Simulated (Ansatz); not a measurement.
# CH₅SSn radical: how energies converge with the basis set

An exercise on one series of results from a longer session: the logs are not shown, and one member is left open.

The runs use Ansatz 0.2.0, Gaussian basis; one geometry, several basis sets.

The runs, in order: PBE0-D4/def2-SVP; ωB97M-V/def2-SVP; PBE0-D4/def2-QZVPP; ωB97M-V/def2-QZVPP; the functionals' def2-TZVPP values are taken from earlier runs.

## The geometry

The geometry comes from an earlier relaxation with PBE0-D4 in a triple-zeta def2 set; it is a stationary point, not always the lowest conformer. Sn takes the def2 core potential; no spin-orbit term is included.

SMILES `C[S][SnH2]`, 8 atoms, charge 0, spin multiplicity 2.

Atoms are counted from 1 here; the program's logs count them from 0.

Bond lengths: C1–S2 1.815 Å, C1–H4 1.090 Å, C1–H5 1.090 Å, C1–H6 1.090 Å, S2–Sn3 2.402 Å, Sn3–H7 1.731 Å, Sn3–H8 1.723 Å. Angles: S2–C1–H4 111.2°, S2–C1–H5 111.4°, S2–C1–H6 106.6°, H4–C1–H5 109.9°, H4–C1–H6 108.6°, H5–C1–H6 108.8°, C1–S2–Sn3 100.8°, S2–Sn3–H7 106.1°, S2–Sn3–H8 104.6°, H7–Sn3–H8 110.0°.

The first run:

in.yaml

```yaml
crystal:
  periodic: [false, false, false]
  atoms:
    - {symbol: C, position_ang: [-0.678899, 1.155494, -0.442602]}
    - {symbol: S, position_ang: [-0.981253, -0.130389, 0.801592]}
    - {symbol: Sn, position_ang: [0.670733, -1.758718, 0.178994]}
    - {symbol: H, position_ang: [-0.974033, 0.820151, -1.436370]}
    - {symbol: H, position_ang: [0.366112, 1.464795, -0.450158]}
    - {symbol: H, position_ang: [-1.296840, 2.009761, -0.165405]}
    - {symbol: H, position_ang: [2.127326, -0.872502, -0.120933]}
    - {symbol: H, position_ang: [0.858954, -2.745592, 1.579082]}
basis:
  gaussian: {orbitals: def2-SVP}
magnetization: {spin_polarized: true, initial_magnetization: 1}
hamiltonian: {xc: pbe0, dispersion: d4}
output: {orbitals: {seedname: orbitals}}
```

Steps of the session up to this table: PBE0-D4 in def2-SVP; ωB97M-V in def2-SVP; PBE0-D4 in def2-QZVPP; ωB97M-V in def2-QZVPP.

One table of the session follows, with a row left open; its other results are not shown here.

It belongs to the step «Density functionals: the series». 

```
functional       basis  HOMO (eV)  LUMO (eV)
   PBE0-D4    def2-SVP      -5.79      -3.10
   PBE0-D4  def2-TZVPP      -5.88      -3.17
   PBE0-D4  def2-QZVPP          ?          ?
   ωB97M-V    def2-SVP      -7.74      -1.36
   ωB97M-V  def2-TZVPP      -7.85      -1.51
   ωB97M-V  def2-QZVPP      -7.87      -1.55
```

Estimate the missing values for PBE0-D4, def2-QZVPP.

**Answer.** HOMO (eV): -5.90; LUMO (eV): -3.19. In the column «HOMO (eV)» it lies between ωB97M-V, def2-SVP (-7.74) and PBE0-D4, def2-TZVPP (-5.88).
